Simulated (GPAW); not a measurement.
Here is a GPAW 26.7.0 calculation.

run.py

```python
from ase.dft.bandgap import bandgap
from ase.io import read, write
from ase.units import Bohr, GPa
from gpaw import GPAW, PW, setup_paths
from gpaw.elf import elf_from_dft_calculation

setup_paths.insert(0, '.')

atoms = read('POSCAR')
atoms.set_initial_magnetic_moments([0.0, 0.0])

calc = GPAW(mode=PW(600),
            xc='PBEsol',
            kpts={'size': (6, 6, 5), 'gamma': True},
            occupations={'name': 'methfessel-paxton', 'order': 0, 'width': 0.05},
            setups={'Ru': ':d,2.0'},
            spinpol=True,
            nbands=22,
            convergence={'density': 1e-05, 'energy': 1e-05},
            maxiter=150,
            txt='gpaw.txt')
atoms.calc = calc
energy = atoms.get_potential_energy()
forces = atoms.get_forces()
stress = atoms.get_stress()
calc.write('gs.gpw')
write('result.traj', atoms)
print(f'Energy: {energy:.6f} eV')
print('Forces (eV/A):')
print(forces.round(4))
print('Stress (GPa):', (stress / GPa).round(3))
print('Moments:', calc.get_magnetic_moments().round(3))
print('Fermi level:', round(calc.get_fermi_level(), 4), 'eV')
print(f'Gap: {bandgap(calc)[0]:.4f} eV, direct: {bandgap(calc, direct=True)[0]:.4f} eV')

# fields on the real-space grid
write('density.cube', atoms, data=calc.get_pseudo_density() * Bohr**3)
write('potential.cube', atoms, data=calc.get_electrostatic_potential())
write('spin.cube', atoms, data=(calc.get_pseudo_density(spin=0) - calc.get_pseudo_density(spin=1)) * Bohr**3)
write('elf.cube', atoms, data=elf_from_dft_calculation(calc).data)
```

File POSCAR:

```
TeRu
1.0
    3.7950828903      0.0000000000      0.0000000000
   -1.8975414451      3.2866381925      0.0000000000
    0.0000000000      0.0000000000      3.7038128800
Ru Te
1 1
Direct
    0.0000000000      0.0000000000      0.0000000000
    0.6666666667      0.3333333333      0.5000000000
```

Potentials or basis: PAW data sets generated in the run's folder for this functional, pw.

Launch:

```bash
$ gpaw-setup -f PBEsol Ru Te
$ OMP_NUM_THREADS=1 python run.py
```

Q: Estimate the net moment.

A: 0.00 μB per cell.

Q: What does it give for the band gap on the k mesh?

A: None (metal or under the smearing width).

Stress tensor (GPa, compression positive):
```
-16.30   0.00   0.00
  0.00 -16.30   0.00
  0.00   0.00 -23.20
```

Caveat: the U is typed as a test and isn't derived for this compound. Spin-orbit coupling is left out, which matters for the levels of Te.
